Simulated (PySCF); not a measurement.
# From one method to the next for PdF3 (quartet)

Aim: see what other levels and later steps give for PdF3 (quartet).

Method: method and basis as typed in the scripts; program: PySCF 2.14.0.

4 further runs of the same task are left out: 4 that didn't finish.

### Step 1. Where the work starts

PdF3 (quartet): 4 atoms, charge 0, spin multiplicity 4.

Bond lengths: Pd1–F2 1.887 Å, Pd1–F3 1.836 Å, Pd1–F4 1.836 Å. Angles: F2–Pd1–F3 109.5°, F2–Pd1–F4 109.5°, F3–Pd1–F4 140.9°.

### Step 2. The base run

File input.py:

```python
from pyscf import gto, scf, mp

mol = gto.M(
    atom='Pd -0.0818 0 0; F 1.805 -0.0001 0; F -0.6954 1.7303 0; F -0.6955 -1.7303 0',
    basis='crenbl',
    ecp={'Pd': 'crenbl', 'F': 'crenbl'},
    charge=0,
    spin=3,
    verbose=4,
)
mf = scf.UHF(mol)
mf.kernel()
mp.MP2(mf).kernel()
mf.dip_moment()
print('orbital energies (hartree):', [e[max(0, n-3):n+3].round(4) for e, n in zip(mf.mo_energy, mol.nelec)])
```

The run is started by

```
$ OMP_NUM_THREADS=1 python input.py
```

### Step 3. Bhandhlyp (UKS)

Run 1 changes functional: none (Hartree–Fock) → bhandhlyp; SCF type: UHF → UKS; step after the SCF: mp2 → analyze.

Edit input.py of step 2 so:

```diff
@@ -1,2 +1,2 @@
-from pyscf import gto, scf, mp
+from pyscf import gto, dft
 
@@ -10,5 +10,5 @@
 )
-mf = scf.UHF(mol)
+mf = dft.UKS(mol, xc='bhandhlyp')
 mf.kernel()
-mp.MP2(mf).kernel()
+mf.mulliken_pop()
 mf.dip_moment()
```

### Step 4. SCF alone

Run 2 changes step after the SCF: mp2 → none.

Edit input.py of step 2 so:

```diff
@@ -1,2 +1,2 @@
-from pyscf import gto, scf, mp
+from pyscf import gto, scf
 
@@ -12,3 +12,2 @@
 mf.kernel()
-mp.MP2(mf).kernel()
 mf.dip_moment()
```

### Step 5. Stability test

Run 3 changes step after the SCF: mp2 → stability.

Edit input.py of step 2 so:

```diff
@@ -1,2 +1,2 @@
-from pyscf import gto, scf, mp
+from pyscf import gto, scf
 
@@ -12,3 +12,3 @@
 mf.kernel()
-mp.MP2(mf).kernel()
+mf.stability(internal=True, external=True)
 mf.dip_moment()
```

Before running it: what results should come out? Wanted: for each run, E(SCF); from base; gap, α spin; SCF dipole; after the SCF.

The runs gave:

```
            run  E(SCF) (hartree)  from base (eV)  cycles  gap, α spin (eV)  SCF dipole (D)                        after the SCF
           base       -197.944068               0      20             16.78            1.30           MP2 correlation -18.652 eV
bhandhlyp (UKS)       -199.488117  not comparable      17             11.19            1.37                                  n/a
      SCF alone       -197.944068          0.0000      20             16.78            1.30                                  n/a
 stability test       -197.944068          0.0000      20             16.78            1.30  unstable: internal, real -> complex
```

What this shows: Total energies of different functionals can't be compared with each other; differences within one functional can. The dearest run is “bhandhlyp (UKS)”, at 19 s against 5.4 s.
